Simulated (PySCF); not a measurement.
# C7H6O2: excited-state relaxation

What do calculations give for the excited-state relaxation of C7H6O2 (`CC1=CC(=O)C(=O)C=C1`)?

Programs: PySCF 2.14.0, with routines of our own; each step states its level. All values are computed. Atoms count from 0.

## Step 1: The starting structure

15 atoms, charge 0, multiplicity 1; geometry from: GFN2-xTB.

## Step 2: Geometry optimisation at PBE0/def2-SV(P)

What the job is given:

```
{"job": {"xc": "PBE0", "basis": "def2-SV(P)", "grid": 1, "kind": "geom"}, "charge": 0, "multiplicity": 1}
C     -2.205625    -0.320309    -0.100960
C     -0.724003    -0.164074    -0.028382
C      0.112030    -1.207948     0.136727
C      1.560540    -1.057289     0.207915
O      2.317798    -1.992428     0.356642
C      2.113580     0.375709     0.083881
O      3.304751     0.584913     0.131306
C      1.121053     1.440134    -0.089459
C     -0.192895     1.180057    -0.140983
H     -2.498300    -1.361635    -0.004904
H     -2.680225     0.255769     0.692907
H     -2.575447     0.065307    -1.050639
H     -0.260543    -2.218859     0.225488
H      1.508944     2.445313    -0.172735
H     -0.906071     1.983329    -0.268717
```

Started as:

```
$ OMP_NUM_THREADS=1 python excited_run.py task.json out
```

This one command runs all jobs of the session in turn.

The program printed:

```text
step   0  E = -419.95911384  max force = 0.010143
step   1  E = -419.96066618  max force = 0.002098
step   2  E = -419.96069486  max force = 0.001184
step   3  E = -419.96072949  max force = 0.001795
step   4  E = -419.96075920  max force = 0.001576
step   5  E = -419.96077240  max force = 0.000708
step   6  E = -419.96077905  max force = 0.000282
optimisation converged
```

It took 46 s on 1 thread of Arm Neoverse V1, shared host; peak memory 0.63 GiB.

Step by step:

```
step  energy from step 0 (eV)  largest force component (eV/Å)
   0                   0.0000                          0.5216
   1                  -0.0422                          0.1079
   2                  -0.0430                          0.0609
   3                  -0.0440                          0.0923
   4                  -0.0448                          0.0810
   5                  -0.0451                          0.0364
   6                  -0.0453                          0.0145
```

Close pairs (by a distance rule), those that changed most:

```csv
bond,before (Å),after (Å),change (Å)
C1–C8,1.450,1.470,+0.020
C0–H11,1.090,1.106,+0.016
C0–H10,1.090,1.106,+0.016
C0–H9,1.086,1.101,+0.015
C8–H14,1.082,1.096,+0.015
C7–H13,1.081,1.094,+0.013
C2–H12,1.081,1.094,+0.013
C3–C5,1.541,1.551,+0.010
```

The next job starts from the end point, and lists it.

| at the end point | value |
| --- | --- |
| point group (found at 0.08 Å tolerance) | Cs |
| rotational constants (GHz, main isotopes) | 3.090, 1.387, 0.963 |
| dipole moment (D) | 5.91 |

## Step 3: Excited-state relaxation: TDA PBE0/def2-SV(P)

What the job is given:

```
{"job": {"kind": "xopt", "state": "S1", "method": "TDA", "freq": false, "xc": "PBE0", "basis": "def2-SV(P)", "grid": 1}, "charge": 0, "multiplicity": 1}
C     -2.509424    -0.605366    -0.185552
C     -1.024116    -0.450157    -0.100267
C     -0.185953    -1.503945     0.046443
C      1.268760    -1.331367     0.125886
O      2.038303    -2.256014     0.250022
C      1.819515     0.115910     0.043625
O      3.009219     0.314039     0.109986
C      0.831251     1.195522    -0.116719
C     -0.485485     0.915218    -0.183024
H     -2.814282    -1.660329    -0.106356
H     -3.008050    -0.035006     0.620196
H     -2.889359    -0.201869    -1.142729
H     -0.556748    -2.531666     0.111144
H      1.217468     2.217271    -0.179124
H     -1.208302     1.730712    -0.303983
```

With the program's defaults for keys left out, this is: TDA PBE0/def2-SV(P) excited-state geometry optimisation, gas phase.

The program printed:

```text
final grid: 61456 points
cycle   1  E = -419.7031002191  dE =  1.607e+00  |g| = 1.091e+00  |ddm| = 4.665e+00
cycle   2  E = -418.6040331664  dE =  1.099e+00  |g| = 2.577e+00  |ddm| = 5.350e+00
cycle   3  E = -419.9546435052  dE = -1.351e+00  |g| = 1.488e-01  |ddm| = 4.225e+00
cycle   4  E = -419.9585410005  dE = -3.897e-03  |g| = 9.265e-02  |ddm| = 2.895e-01
cycle   5  E = -419.9606031919  dE = -2.062e-03  |g| = 2.702e-02  |ddm| = 1.420e-01
cycle   6  E = -419.9607524805  dE = -1.493e-04  |g| = 1.084e-02  |ddm| = 3.657e-02
cycle   7  E = -419.9607763874  dE = -2.391e-05  |g| = 3.341e-03  |ddm| = 1.337e-02
cycle   8  E = -419.9607787197  dE = -2.332e-06  |g| = 1.217e-03  |ddm| = 6.344e-03
cycle   9  E = -419.9607789874  dE = -2.677e-07  |g| = 5.087e-04  |ddm| = 1.969e-03
cycle  10  E = -419.9607790514  dE = -6.400e-08  |g| = 6.007e-05  |ddm| = 7.083e-04
cycle  11  E = -419.9607790521  dE = -7.033e-10  |g| = 3.851e-05  |ddm| = 1.162e-04
cycle  12  E = -419.9607790525  dE = -4.235e-10  |g| = 9.259e-06  |ddm| = 5.654e-05
converged SCF energy = -419.9607790525

vertical S1 at the ground-state geometry: 1.8989 eV
step    E(state)/Eh    max force   excitation/eV  root
  0    -419.88747635   0.065952     1.9224      1
  1    -419.89522122   0.017482     1.5709      1
  2    -419.89607679   0.013294     1.5488      1
  3    -419.89702269   0.007069     1.5152      1
  4    -419.89731343   0.004267     1.4852      1
  5    -419.89745075   0.003661     1.3916      1
  6    -419.89754601   0.001180     1.3962      1
  7    -419.89756075   0.000344     1.3979      1
optimisation converged
vertical emission 1.3979 eV, adiabatic 1.7203 eV, Stokes shift 0.5010 eV, reorganisation 0.1787 (excited) and 0.3223 eV (ground)
```

Run time: 1.9 min. Hardware: 1 thread of Arm Neoverse V1, shared host; peak memory 0.85 GiB.

Key values:

| quantity | value |
| --- | --- |
| vertical absorption, S1 | 1.90 eV |
| adiabatic energy, S1 | 1.72 eV |
| vertical emission, S1 | 1.40 eV |
| Stokes shift, S1 | 0.50 eV |
| geometry moved (RMSD), S1 | 0.041 Å |

Bonds of the start that changed most:

```csv
bond,start (Å),end (Å)
C3–C5,1.551,1.658
C8–C1,1.470,1.419
C5–C7,1.472,1.425
C2–C3,1.467,1.424
C7–C8,1.348,1.375
C1–C2,1.354,1.380
```

The fields below are evaluated on a grid from the run's orbitals.

Frontier orbitals at PBE0/def2-SV(P), with the share of their density that lies nearest to each atom:

```csv
orbital,energy (eV),lies on
HOMO,-7.10,"O4, O6 about 30 % each; C3, C5 about 12 % each"
LUMO,-3.45,"O4, O6 about 14 % each; 4 C atoms about 11 % each; C2, C3 about 10 % each"
```

ELF in a plane through or near 13 of the atoms.

Ten even steps from ' ' (0.00) to '@' (1.00):
```
                                                        
                                                        
                ..::::                                  
            ..--**####++    ++**--                      
            --##%%@@@@**    @@@@@@::                    
            ++%%%%%%##++..--@@@@@@::  ..++::            
            ::##%%####==**++@@@@%%  ::@@@@@@::          
        ::::..  ..==::++@@--::++..  %%@@@@@@**          
      ::**%%##::::%%##++##==**##----%%@@@@%%--          
      --##%%++##----%%--  ::++--++%%::..++--            
      --%%%%--%%::****--  ::**==**%%....++::            
      --##@@%%++==%%%%==##==++%%----==**++..            
      ..++##++  ..**--++%%::==**::  ..::..              
                **@@@@**++++@@@@@@..                    
              --@@@@@@##..--@@@@@@**                    
              ==@@@@@@**    @@@@@@++                    
                ==####..    ==##==                      
                                                        
                                                        
                                                        
```
The map spans 12.0 Å across and 9.8 Å up, centred on the molecule. Atoms in the plane (x, y in Å): C0 (2.2, 0.0), C1 (0.7, 0.0), C2 (0.0, 1.2), C3 (-1.4, 1.3), O4 (-2.1, 2.3), C5 (-2.2, -0.1), O6 (-3.4, -0.1), C7 (-1.3, -1.3), C8 (0.0, -1.2), H9 (2.7, 1.0), H12 (0.5, 2.2), H13 (-1.9, -2.2), H14 (0.6, -2.1).

log10 of the density (e/Å³) in the same plane.

Ten even steps from ' ' (-4.0) to '@' (2.0):
```
                                                        
                ......                                  
            ..::------::::........                      
          ..--==++++++==----------::..                  
          ::==++**##**++====++++==--::....              
        ..--==**##@@##**++++****++==------::..          
        ..--==++######******##**++==========::..        
      ::--======++**%%%%######**++++++****++--::..      
    ::--==++**++++**##******##********##**++==::..      
    ::==**##%%######**++++**##%%########**++==::..      
    ::==**##@@####%%****++**##%%##**####**++==::..      
    ::==++**********##******##****++****++==--::..      
    ..--==++++++++**%%@@####%%**++====++====--::        
      ..::----==++**##******##**++==------::..          
          ..::==++******++++****++==--::::..            
            ::--==++++======++++==--::..                
            ..::--====--::::------::..                  
              ....::::............                      
                                                        
                                                        
```
The map spans 12.0 Å across and 9.8 Å up, centred on the molecule. Atoms in the plane (x, y in Å): C0 (2.2, 0.0), C1 (0.7, 0.0), C2 (0.0, 1.2), C3 (-1.4, 1.3), O4 (-2.1, 2.3), C5 (-2.2, -0.1), O6 (-3.4, -0.1), C7 (-1.3, -1.3), C8 (0.0, -1.2), H9 (2.7, 1.0), H12 (0.5, 2.2), H13 (-1.9, -2.2), H14 (0.6, -2.1).

On the surface of density 0.002 e/bohr³ the electrostatic potential runs, from the 1st to the 99th percentile, from -2.02 V near O4 to 1.46 V near H14.

## Step 4: Excited-state relaxation: UKS PBE0/def2-SV(P)

Settings changed since step 3:

```diff
@@ -1,2 +1,2 @@
-{"job": {"kind": "xopt", "state": "S1", "method": "TDA", "freq": false, "xc": "PBE0", "basis": "def2-SV(P)", "grid": 1}, "charge": 0, "multiplicity": 1}
+{"job": {"kind": "xopt", "state": "T1", "method": "UKS", "freq": false, "xc": "PBE0", "basis": "def2-SV(P)", "grid": 1}, "charge": 0, "multiplicity": 1}
 C     -2.509424    -0.605366    -0.185552
```

With the program's defaults for keys left out, this is: UKS PBE0/def2-SV(P) excited-state geometry optimisation, gas phase.

The program printed:

```text
final grid: 61456 points
cycle   1  E = -419.7031002191  dE =  1.607e+00  |g| = 1.091e+00  |ddm| = 4.665e+00
cycle   2  E = -418.6040331664  dE =  1.099e+00  |g| = 2.577e+00  |ddm| = 5.350e+00
cycle   3  E = -419.9546435052  dE = -1.351e+00  |g| = 1.488e-01  |ddm| = 4.225e+00
cycle   4  E = -419.9585410005  dE = -3.897e-03  |g| = 9.265e-02  |ddm| = 2.895e-01
cycle   5  E = -419.9606031919  dE = -2.062e-03  |g| = 2.702e-02  |ddm| = 1.420e-01
cycle   6  E = -419.9607524805  dE = -1.493e-04  |g| = 1.084e-02  |ddm| = 3.657e-02
cycle   7  E = -419.9607763874  dE = -2.391e-05  |g| = 3.341e-03  |ddm| = 1.337e-02
cycle   8  E = -419.9607787197  dE = -2.332e-06  |g| = 1.217e-03  |ddm| = 6.344e-03
cycle   9  E = -419.9607789874  dE = -2.677e-07  |g| = 5.087e-04  |ddm| = 1.969e-03
cycle  10  E = -419.9607790514  dE = -6.400e-08  |g| = 6.007e-05  |ddm| = 7.083e-04
cycle  11  E = -419.9607790521  dE = -7.033e-10  |g| = 3.851e-05  |ddm| = 1.162e-04
cycle  12  E = -419.9607790525  dE = -4.235e-10  |g| = 9.259e-06  |ddm| = 5.654e-05
converged SCF energy = -419.9607790525

vertical T1 at the ground-state geometry: 1.4576 eV
step    E(state)/Eh    max force   <S^2>
  0    -419.90377767   0.063654    2.0173
  1    -419.91108555   0.010557    2.0194
  2    -419.91172110   0.011138    2.0186
  3    -419.91239812   0.004243    2.0189
  4    -419.91255245   0.002653    2.0190
  5    -419.91263090   0.003523    2.0189
  6    -419.91269811   0.001764    2.0190
  7    -419.91271164   0.001063    2.0190
  8    -419.91272032   0.000892    2.0190
  9    -419.91272581   0.000795    2.0190
 10    -419.91272591   0.000673    2.0190
 11    -419.91272307   0.000705    2.0190
 12    -419.91272558   0.000408    2.0190
optimisation converged
vertical emission 1.1096 eV, adiabatic 1.3076 eV, Stokes shift 0.3481 eV, reorganisation 0.1500 (excited) and 0.1980 eV (ground)
```

Wall time 3 min (1 thread of Arm Neoverse V1, shared host); peak memory 0.75 GiB.

From this job:

```
                                     quantity    value
vertical gap at the ground-state geometry, T1  1.46 eV
                         adiabatic energy, T1  1.31 eV
     vertical gap at the relaxed geometry, T1  1.11 eV
               difference of the two gaps, T1  0.35 eV
                    geometry moved (RMSD), T1  0.037 Å
```

Bonds of the start that changed most:

```csv
bond,start (Å),end (Å)
C3–C5,1.551,1.610
C8–C1,1.470,1.422
C5–C7,1.472,1.431
C2–C3,1.467,1.429
C7–C8,1.348,1.370
C1–C2,1.354,1.376
```

## Step 5: Results

| quantity | value |
| --- | --- |
| point group | Cs |
| rotational constants (main isotopes) | 3.09, 1.39, 0.96 GHz |
| vertical absorption, S1 (step 3, TDA PBE0/def2-SV(P)) | 1.90 eV |
| adiabatic energy, S1 (step 3, TDA PBE0/def2-SV(P)) | 1.72 eV |
| vertical emission, S1 (step 3, TDA PBE0/def2-SV(P)) | 1.40 eV |
| Stokes shift, S1 (step 3, TDA PBE0/def2-SV(P)) | 0.50 eV |
| surface potential, 1st and 99th percentile | -2.02 V and 1.46 V |
| vertical gap at the ground-state geometry, T1 (step 4, UKS PBE0/def2-SV(P)) | 1.46 eV |
| adiabatic energy, T1 (step 4, UKS PBE0/def2-SV(P)) | 1.31 eV |
| vertical gap at the relaxed geometry, T1 (step 4, UKS PBE0/def2-SV(P)) | 1.11 eV |
| difference of the two gaps, T1 (step 4, UKS PBE0/def2-SV(P)) | 0.35 eV |

**Reading.** Relaxing lowered the energy by 0.045 eV in 6 steps; the close pair that moved most is C1–C8, from 1.450 to 1.470 Å. Where no frequencies were run, the relaxed excited state may be a saddle. In step 3 (excited-state relaxation), among the bonds C3–C5 changes most, from 1.551 to 1.658 Å. At PBE0/def2-SV(P), counted by nearest atom on the grid, the HOMO lies on O4, O6 about 30 % each; C3, C5 about 12 % each, the LUMO on O4, O6 about 14 % each; 4 C atoms about 11 % each. In step 4 (excited-state relaxation), among the bonds C3–C5 changes most, from 1.551 to 1.610 Å. ΔSCF (UKS) and response values aren't on one footing and may follow different states, so their differences aren't method errors alone, and singlets and triplets from the two don't rank.
